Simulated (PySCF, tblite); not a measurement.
# C6H10BClO2: geometry, infrared bands and NMR shifts

What infrared bands and NMR shifts should C6H10BClO2 (`Cl/C=C\CB1OCCCO1`) show?

Computed with tblite 0.8.0 and PySCF 2.14.0, with density-fitted response routines of our own, on a single molecule in the gas phase. Atoms are numbered from 0 throughout.

## 1. Starting geometry

20 atoms, charge 0, multiplicity 1; geometry from: force field or distance geometry start.

Bonds of the start (Å): Cl0–C1 1.75, C1–C2 1.34, C2–C3 1.52, C3–B4 1.61, B4–O5 1.47, O5–C6 1.41, C6–C7 1.54, C7–C8 1.54, C8–O9 1.41, O9–B4 1.48, C1–H10 1.09, C2–H11 1.09, C3–H12 1.10, C3–H13 1.11, C6–H14 1.11, C6–H15 1.12, C7–H16 1.11, C7–H17 1.12, C8–H18 1.11, C8–H19 1.11.

## 2. Relaxing the molecule with GFN2-xTB

The job: settings as JSON, then the geometry in Å.

```
{"job": {"kind": "relax", "xc": "GFN2-xTB", "basis": "xTB"}, "charge": 0, "multiplicity": 1}
Cl     3.694700     1.090600    -2.180400
C      3.677800     0.137000    -0.712700
C      2.595700    -0.036900     0.053000
C      1.263700     0.600000    -0.317600
B      0.131800     0.211800     0.757600
O     -0.266400    -1.196600     0.927100
C     -1.403800    -1.427000     0.121600
C     -2.544300    -0.437400     0.445600
C     -2.016400     1.002500     0.328700
O     -0.879400     1.217200     1.137600
H      4.608300    -0.341900    -0.401100
H      2.669700    -0.645800     0.948300
H      1.364500     1.699100    -0.329200
H      0.945900     0.232700    -1.311800
H     -1.144600    -1.378100    -0.955700
H     -1.769200    -2.459600     0.336300
H     -2.917000    -0.617700     1.478300
H     -3.391700    -0.601400    -0.269600
H     -1.809100     1.262700    -0.731800
H     -2.815400     1.699600     0.672900
```

Run with:

```
$ OMP_NUM_THREADS=1 python probes_run.py task.json out
```

This one command runs all jobs of the session in turn.

**Question.** This job is followed by: GFN2-xTB harmonic vibrations, gas phase; GIAO PBE0/pcSseg-1 NMR shielding, non-relativistic, gas phase. What will the session give for the following? strongest single infrared mode (GFN2-xTB); zero-point energy (GFN2-xTB); 13C shifts against TMS (PBE0/pcSseg-1, means over atoms taken as alike); 1H shifts against TMS (PBE0/pcSseg-1, means over atoms taken as alike); 35Cl shifts against HCl (PBE0/pcSseg-1); 11B shifts against BF3·OEt2 (PBE0/pcSseg-1); 17O shifts against H2O (PBE0/pcSseg-1, means over atoms taken as alike); surface potential, 1st and 99th percentile.

**Answer**, as computed:

| quantity | value |
| --- | --- |
| strongest single infrared mode (GFN2-xTB) | 1246 cm⁻¹, 191 km/mol |
| zero-point energy (GFN2-xTB) | 97.8 kcal/mol |
| 13C shifts against TMS (PBE0/pcSseg-1, means over atoms taken as alike) | 139.1, 127.3, 65.4, 31.6, 20.4 ppm |
| 1H shifts against TMS (PBE0/pcSseg-1, means over atoms taken as alike) | 6.00, 5.96, 4.27, 1.94, 1.78 ppm |
| 35Cl shifts against HCl (PBE0/pcSseg-1) | 166 ppm |
| 11B shifts against BF3·OEt2 (PBE0/pcSseg-1) | 27.0 ppm |
| 17O shifts against H2O (PBE0/pcSseg-1, means over atoms taken as alike) | 124.1 ppm |
| surface potential, 1st and 99th percentile | -1.32 V and 1.08 V |

In words: Relaxing lowered the energy by 1.790 eV in 136 steps; the close pair that moved most is B4–O9, from 1.476 to 1.358 Å. All 54 modes are real, so the xTB geometry is a minimum. GFN2-xTB is a fitted tight-binding method: band positions and strengths are rough. Its intensities can rank the bands wrongly. At PBE0/pcSseg-1: The largest span, 374 ppm, is at Cl0, where the paramagnetic term is -364 ppm.
